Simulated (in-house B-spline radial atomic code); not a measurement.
# Be³⁺: density, ELF and screening along the radius

How do the shells of Be³⁺ show in real space, and how much do the settings move them?

Method: several methods, spin-polarised, as named in each step; spherical all-electron atom at the radial basis limit. Code: in-house B-spline radial atomic code version 1.

## Step 1: The atom as given

- element: beryllium (Z = 4)
- charge: +3
- electrons: 1
- configuration: 1s1
- nucleus: point (non-relativistic runs) or finite (X2C runs)

Where spins are not typed, each open shell is filled with up spins first.

## Step 2: LDA (VWN5), non-rel.

Settings of the run:

```ini
Z = 4
electrons = 1.0
configuration = 1s1
hamiltonian = nr
method = lda,vwn
spin_polarised = True
```

Run with:

```bash
python run_scf.py task.json out
```

One command runs all members of the session, one after another, from task.json.

## Step 3: PBE, non-rel.

Settings of the run:

```ini
Z = 4
electrons = 1.0
configuration = 1s1
hamiltonian = nr
method = pbe,pbe
spin_polarised = True
```

## Step 4: Hartree-Fock, non-rel.

Settings of the run:

```ini
Z = 4
electrons = 1.0
configuration = 1s1
hamiltonian = nr
method = hf
spin_polarised = True
```

## Step 5: SCAN, non-rel.

Settings of the run:

```ini
Z = 4
electrons = 1.0
configuration = 1s1
hamiltonian = nr
method = scan,scan
spin_polarised = True
```

## Step 6: ωB97X, non-rel.

Settings of the run:

```ini
Z = 4
electrons = 1.0
configuration = 1s1
hamiltonian = nr
method = wb97x
spin_polarised = True
```

How large is the system in each run, where do the shell borders lie, and what is the highest level?

**Answer**, as computed:

| run | total energy (hartree) | highest level (eV) | radius holding 50 / 90 / 99 % (bohr) | radius at n = 0.001 (bohr) | ELF minima on the full grid (bohr) |
| --- | --- | --- | --- | --- | --- |
| LDA (VWN5), non-rel. | -7.8612 | -190.06 | 0.338 / 0.677 / 1.07 | 1.26 | none |
| PBE, non-rel. | -7.9808 | -192.52 | 0.335 / 0.673 / 1.07 | 1.26 | none |
| Hartree-Fock, non-rel. | -8.0000 | -217.69 | 0.334 / 0.665 / 1.05 | 1.24 | none |
| SCAN, non-rel. | -8.0002 | -195.23 | 0.335 / 0.668 / 1.06 | 1.25 | none |
| ωB97X, non-rel. | -8.0095 | -200.25 | 0.334 / 0.664 / 1.06 | 1.25 | none |

What this shows: In the first run ELF shows no minimum on the grid, so no border between shells is resolved. On the record's full grid the screened charge (r times the electrostatic potential) falls from 4.0 near the nucleus to 3.00 at 1.3 bohr; far out it tends to the net charge, 3. The radius that holds 99 % of the electrons runs from 1.05 bohr (Hartree-Fock, non-rel.) to 1.07 bohr (LDA (VWN5), non-rel.). The grid is coarse (about 13 % a step), so the places of minima are rough.

Members of this set that are not shown: 1 used exact exchange with fractional occupations of an open shell, which is unsound here.
